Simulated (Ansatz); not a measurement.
# C2H7FN2Si: one species, many methods

Aim: compute C2H7FN2Si with functionals from several rungs and with coupled cluster, and see how far each lands from CCSD(T) at the basis-set limit for the atomisation energy.

Computed with Ansatz 0.2.0, Gaussian basis. Level: functionals in def2-TZVPP, the program's frozen cores in correlated methods.

Levels to be run: PBE-D4, r2SCAN-D4, PBE0-D4, B3LYP-D4, ωB97X-V, ωB97M-V, B2PLYP; CCSD(T)/def2-TZVPP; MP2/def2-QZVPP; extrapolation to the limit.

### 1 The relaxed structure

An earlier PBE0-D4 in a triple-zeta def2 set relaxation fixed the geometry.

SMILES `C=NC(F)N[SiH3]`, 13 atoms, charge 0, spin multiplicity 1.

Atoms are counted from 1 here; the program's logs count them from 0.

Bond lengths: C1–N2 1.259 Å, C1–H7 1.089 Å, C1–H8 1.092 Å, N2–C3 1.427 Å, C3–F4 1.414 Å, C3–N5 1.403 Å, C3–H9 1.096 Å, N5–Si6 1.729 Å, N5–H10 1.008 Å, Si6–H11 1.484 Å, Si6–H12 1.485 Å, Si6–H13 1.488 Å. Angles: N2–C1–H7 118.1°, N2–C1–H8 123.6°, H7–C1–H8 118.2°, C1–N2–C3 119.4°, N2–C3–F4 112.1°, N2–C3–N5 110.3°, N2–C3–H9 108.6°, F4–C3–N5 110.8°, F4–C3–H9 104.0°, N5–C3–H9 110.9°, C3–N5–Si6 123.9°, C3–N5–H10 113.2°, Si6–N5–H10 120.1°, N5–Si6–H11 107.2°, N5–Si6–H12 106.8°, N5–Si6–H13 114.8°, H11–Si6–H12 111.3°, H11–Si6–H13 108.3° and more.

### 2 PBE-D4 (GGA)

Contents of in.yaml:

```yaml
crystal:
  periodic: [false, false, false]
  atoms:
    - {symbol: C, position_ang: [-1.442011, -1.625710, 1.527658]}
    - {symbol: N, position_ang: [-0.913704, -1.442427, 0.399245]}
    - {symbol: C, position_ang: [-0.592139, -0.115785, -0.017516]}
    - {symbol: F, position_ang: [-0.886427, 0.841421, 0.980337]}
    - {symbol: N, position_ang: [0.755472, -0.039588, -0.398808]}
    - {symbol: Si, position_ang: [1.442455, 1.302090, -1.246799]}
    - {symbol: H, position_ang: [-1.676316, -2.646914, 1.824642]}
    - {symbol: H, position_ang: [-1.678767, -0.818108, 2.223155]}
    - {symbol: H, position_ang: [-1.249369, 0.157708, -0.850324]}
    - {symbol: H, position_ang: [1.349685, -0.670978, 0.115941]}
    - {symbol: H, position_ang: [2.703500, 0.828495, -1.870135]}
    - {symbol: H, position_ang: [0.452246, 1.712228, -2.275155]}
    - {symbol: H, position_ang: [1.755776, 2.482765, -0.397442]}
basis:
  gaussian: {orbitals: def2-TZVPP}
hamiltonian: {xc: pbe, dispersion: d4}
output: {forces: true, orbitals: {seedname: orbitals}}
```

Command:

```
> ansatz run in.yaml --threads 2 --pin off --events-out ev --progress --plain --max-ram 22528MiB --backend cuda --devices 0, --max-vram 18GiB
```

The runs that follow: r2SCAN-D4 (meta-GGA); PBE0-D4 (hybrid); B3LYP-D4 (hybrid); ωB97X-V (range-separated); ωB97M-V (range-separated); B2PLYP (double hybrid); CCSD(T) in def2-TZVPP; MP2 in def2-QZVPP.

**Question.** What will the summary of the whole plan be? Wanted: atomisation energy, CCSD(T)/CBS; farthest; mean size of error, hybrid; mean size of error, range-separated; gap, smallest and largest; T1 diagnostic; triples share of the correlation energy.

As calculated:

| quantity | value |
| --- | --- |
| atomisation energy, CCSD(T)/CBS | 4762.9 kJ/mol |
| functionals within 23.8 kJ/mol (0.5 %) | r2SCAN-D4, PBE0-D4, B3LYP-D4 |
| farthest | PBE-D4 (+129.3 kJ/mol) |
| mean size of error, hybrid | 16.8 kJ/mol |
| mean size of error, range-separated | 32.8 kJ/mol |
| gap, smallest and largest | 4.22 eV (PBE-D4), 11.53 eV (ωB97X-V) |
| T1 diagnostic | 0.0123 |
| triples share of the correlation energy | 3.8 % |

**Reading.** PBE-D4 is off by +129.3 kJ/mol. Double hybrids carry the basis error of their MP2 part in triple zeta, and no dispersion term here, so their miss is partly the set-up's. Misses under about 23.8 kJ/mol are within the doubt on the reference itself, which lacks core-valence correlation, relativity and higher excitations. Hartree-Fock recovers 69 % of the binding; the rest is correlation. The gap grows from 4.2 to 11.5 eV across the functionals, mostly with the share of exact exchange.
